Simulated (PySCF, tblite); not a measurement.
# C₆H₁₆NP₂+: infrared bands and NMR shifts

Aim: predict the infrared bands and NMR shifts of C₆H₁₆NP₂+ (`CN[P+]1(C)CCPCC1`).

The runs use tblite 0.8.0 and PySCF 2.14.0, with density-fitted response routines of our own; the level of theory stands in each step. All values are computed, except where a source is named. Atoms are numbered from 0 throughout.

### Step 1. The starting structure

25 atoms, charge 1, multiplicity 1; geometry from: GFN2-xTB.

Bonds of the start (Å): C0–N1 1.46, N1–P2 1.65, P2–C3 1.80, P2–C4 1.83, C4–C5 1.53, C5–P6 1.87, P6–C7 1.88, C7–C8 1.53, C8–P2 1.82, C0–H9 1.09, C0–H10 1.09, C0–H11 1.09, N1–H12 1.01, C3–H13 1.09, C3–H14 1.09, C3–H15 1.09, C4–H16 1.10, C4–H17 1.10, C5–H18 1.09, C5–H19 1.09, P6–H20 1.40, C7–H21 1.09, C7–H22 1.09, C8–H23 1.09, C8–H24 1.10.

### Step 2. Infrared spectrum with GFN2-xTB

What the job is given:

```
{"job": {"kind": "ir", "xc": "GFN2-xTB", "basis": "xTB"}, "charge": 1, "multiplicity": 1}
C     -2.760804     0.077214    -1.126840
N     -2.126327    -0.400176     0.102531
P     -0.515963    -0.198438     0.389447
C     -0.257576    -0.739573     2.090255
C      0.075363     1.520526     0.178336
C      1.600450     1.597685     0.130383
P      2.243567     0.683155    -1.374731
C      1.877396    -1.042766    -0.739536
C      0.371500    -1.299771    -0.754813
H     -2.050288     0.023656    -1.949215
H     -3.604097    -0.572203    -1.357688
H     -3.122966     1.102743    -1.039255
H     -2.727562    -0.309563     0.913323
H     -0.730685    -0.041136     2.779879
H     -0.694206    -1.730068     2.214683
H      0.806812    -0.787548     2.312284
H     -0.347796     1.902598    -0.756929
H     -0.332911     2.115826     1.002594
H      2.043675     1.202236     1.047575
H      1.901608     2.643817     0.036247
H      3.574081     0.682764    -0.949889
H      2.293825    -1.186932     0.260701
H      2.368139    -1.753507    -1.408719
H     -0.024027    -1.141032    -1.762324
H      0.127859    -2.325361    -0.457549
```

**Question.** This job is followed by: GIAO PBE0/pcSseg-1 NMR shielding, non-relativistic, gas phase. Predict these results of the whole session: strongest single infrared mode (GFN2-xTB); zero-point energy (GFN2-xTB); 13C shifts against TMS (PBE0/pcSseg-1, means over atoms taken as alike); 1H shifts against TMS (PBE0/pcSseg-1, means over atoms taken as alike); 15N shifts against NH3 (PBE0/pcSseg-1); 31P shifts against H3PO4 (PBE0/pcSseg-1).

**Answer**, as computed:

| quantity | value |
| --- | --- |
| strongest single infrared mode (GFN2-xTB) | 892 cm⁻¹, 161 km/mol |
| zero-point energy (GFN2-xTB) | 131.5 kcal/mol |
| 13C shifts against TMS (PBE0/pcSseg-1, means over atoms taken as alike) | 30.0, 28.0, 20.0, 8.6 ppm |
| 1H shifts against TMS (PBE0/pcSseg-1, means over atoms taken as alike) | 3.99, 2.99, 2.80, 2.45, 2.38, 2.04, 1.99, 1.49 ppm |
| 15N shifts against NH3 (PBE0/pcSseg-1) | 36.1 ppm |
| 31P shifts against H3PO4 (PBE0/pcSseg-1) | 36.9, -108.2 ppm |

In words: All 69 modes are real, so the xTB geometry is a minimum. Unscaled tight-binding wavenumbers are off by several per cent, some by more. Its intensities can rank the bands wrongly. The most deshielded carbon is C0 (methyl carbon bonded to N), at 30.0 ppm: pulled downfield by the heteroatom. At PBE0/pcSseg-1: The largest span, 115 ppm, is at P2, where the paramagnetic term is -689 ppm.
